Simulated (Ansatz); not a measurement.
# CsIn (CsCl type): the cost of one run

Method: DFT r²SCAN, with the methods named in each step, in Ansatz 0.2.0.

2 further runs of the same task are left out: 2 that didn't finish.

**1. Starting point**

Symmetry: Pm-3m, No. 221, cubic system. The conventional cell has a = 5.117 Å, b = 5.117 Å, c = 5.117 Å, α = 90.00°, β = 90.00°, γ = 90.00°. Cs (site symmetry m-3m) has 8 In at 4.43 Å as nearest neighbours. In (site symmetry m-3m) has 8 Cs at 4.43 Å as nearest neighbours.

Structure file:

```cif
data_structure
_symmetry_space_group_name_H-M 'P 1'
_symmetry_Int_Tables_number 1
_cell_length_a 5.1170
_cell_length_b 5.1170
_cell_length_c 5.1170
_cell_angle_alpha 90.000
_cell_angle_beta 90.000
_cell_angle_gamma 90.000
_cell_volume 133.98
loop_
_atom_site_label
_atom_site_type_symbol
_atom_site_fract_x
_atom_site_fract_y
_atom_site_fract_z
_atom_site_occupancy
Cs1 Cs 0.00000 0.00000 0.00000 1
In1 In 0.50000 0.50000 0.50000 1
```

An invented zintl-like structure; its stability wasn't tested.

Atoms are numbered in the order of the input: Cs1, In2.

**2. Cell and atoms relaxed, PAW**

Input file input.yaml:

```yaml
crystal:
  lattice:
    - [5.116969235, 0.0, 0.0]
    - [0.0, 5.116969235, 0.0]
    - [0.0, 0.0, 5.116969235]
  atoms:
    - { symbol: Cs, position: [0.0, 0.0, 0.0] }
    - { symbol: In, position: [0.5, 0.5, 0.5] }
kpoints:
  mp_grid: { grid: [8, 8, 8] }
scf:
  occupations: { method: fermi_dirac, width: 0.05 }
hamiltonian:
  xc: r2scan
  pseudopotentials: { kind: paw }
output:
  forces: true
  stress: true
relax:
  f_tol: 0.005
  max_steps: 50
  cell: {}
```

Started as:

```
ansatz run input.yaml --threads 1 --pin off --max-ram 2048MiB --backend cpu --events-out ev --progress --plain --runs-dir out
```

Q: Estimate wall time and peak memory on 1 thread of Arm Neoverse V2, shared host.

About 58 s, with a peak of 0.7 GiB.
